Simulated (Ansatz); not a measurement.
**CH₈O₃Si₂: one species, many methods**

One table from this session's results is given with a row withheld; the runs are named, their logs left out.

Computed with Ansatz 0.2.0, Gaussian basis. Level: functionals in def2-TZVPP, the program's frozen cores in correlated methods.

The runs, in order: PBE-D4, r2SCAN-D4, PBE0-D4, B3LYP-D4, ωB97X-V, ωB97M-V, B2PLYP; CCSD(T)/def2-TZVPP; MP2/def2-QZVPP; extrapolation to the limit.

**Structure used throughout**

All runs share one geometry, relaxed beforehand with PBE0-D4 in a triple-zeta def2 set.

SMILES `O[SiH2]C[SiH](O)O`, 14 atoms, charge 0, spin multiplicity 1.

Atoms are counted from 1 here; the program's logs count them from 0.

Bond lengths: O1–Si2 1.666 Å, O1–H7 0.958 Å, Si2–C3 1.851 Å, Si2–H8 1.490 Å, Si2–H9 1.489 Å, C3–Si4 1.869 Å, C3–H10 1.095 Å, C3–H11 1.096 Å, Si4–O5 1.646 Å, Si4–O6 1.639 Å, Si4–H12 1.484 Å, O5–H13 0.958 Å, O6–H14 0.965 Å. Angles: Si2–O1–H7 117.7°, O1–Si2–C3 105.6°, O1–Si2–H8 109.1°, O1–Si2–H9 110.2°, C3–Si2–H8 112.7°, C3–Si2–H9 111.4°, H8–Si2–H9 107.8°, Si2–C3–Si4 115.2°, Si2–C3–H10 108.8°, Si2–C3–H11 108.8°, Si4–C3–H10 107.5°, Si4–C3–H11 109.2°, H10–C3–H11 107.0°, C3–Si4–O5 104.6°, C3–Si4–O6 112.1°, C3–Si4–H12 112.7°, O5–Si4–O6 112.7°, O5–Si4–H12 109.9° and more.

The first run:

in.yaml reads:

```yaml
crystal:
  periodic: [false, false, false]
  atoms:
    - {symbol: O, position_ang: [0.218187, -0.327906, -2.048068]}
    - {symbol: Si, position_ang: [1.406047, -0.471452, -0.888214]}
    - {symbol: C, position_ang: [0.787852, 0.474255, 0.578526]}
    - {symbol: Si, position_ang: [-0.961127, 0.074737, 1.101513]}
    - {symbol: O, position_ang: [-1.648608, 1.538481, 1.406879]}
    - {symbol: O, position_ang: [-1.767681, -0.776638, -0.043027]}
    - {symbol: H, position_ang: [0.412432, -0.653519, -2.927781]}
    - {symbol: H, position_ang: [2.682908, 0.074776, -1.427363]}
    - {symbol: H, position_ang: [1.628129, -1.905553, -0.556034]}
    - {symbol: H, position_ang: [0.828158, 1.545013, 0.351284]}
    - {symbol: H, position_ang: [1.464809, 0.299987, 1.422081]}
    - {symbol: H, position_ang: [-1.014614, -0.771831, 2.318677]}
    - {symbol: H, position_ang: [-2.572810, 1.540182, 1.660779]}
    - {symbol: H, position_ang: [-1.463701, -0.640543, -0.949253]}
basis:
  gaussian: {orbitals: def2-TZVPP}
hamiltonian: {xc: pbe, dispersion: d4}
output: {forces: true, orbitals: {seedname: orbitals}}
```

Run with:

```bash
> ansatz run in.yaml --threads 2 --pin off --events-out ev --progress --plain --max-ram 22528MiB --backend cuda --devices 0, --max-vram 18GiB
```

Steps of the session up to this table: PBE-D4 (GGA); r2SCAN-D4 (meta-GGA); PBE0-D4 (hybrid); B3LYP-D4 (hybrid); ωB97X-V (range-separated); ωB97M-V (range-separated); B2PLYP (double hybrid); CCSD(T) in def2-TZVPP; MP2 in def2-QZVPP.

One of the session's tables, all rows but one given; the rest of the session is left out.

It belongs to the step «Atomisation energies». 

```
            method  atomisation energy (eV)
            PBE-D4                        ?
         r2SCAN-D4                   54.902
           PBE0-D4                   54.276
          B3LYP-D4                   54.621
           ωB97X-V                   55.026
           ωB97M-V                   55.059
            B2PLYP                   54.185
     HF/def2-TZVPP                   39.866
    MP2/def2-TZVPP                   54.596
   CCSD/def2-TZVPP                   52.820
CCSD(T)/def2-TZVPP                   53.558
           MP2/CBS                   56.200
       CCSD(T)/CBS                   55.161
```

Estimate the missing values for PBE-D4.

**Answer.** atomisation energy (eV): 55.171. In the column «atomisation energy (eV)» it lies between CCSD(T)/CBS (55.161) and MP2/CBS (56.200).

Caveats from the session: Free atoms (3 O, 2 Si, 1 C, 8 H) were run apart at each level; the atomisation energy is their sum less the molecule, without zero-point or spin-orbit terms.
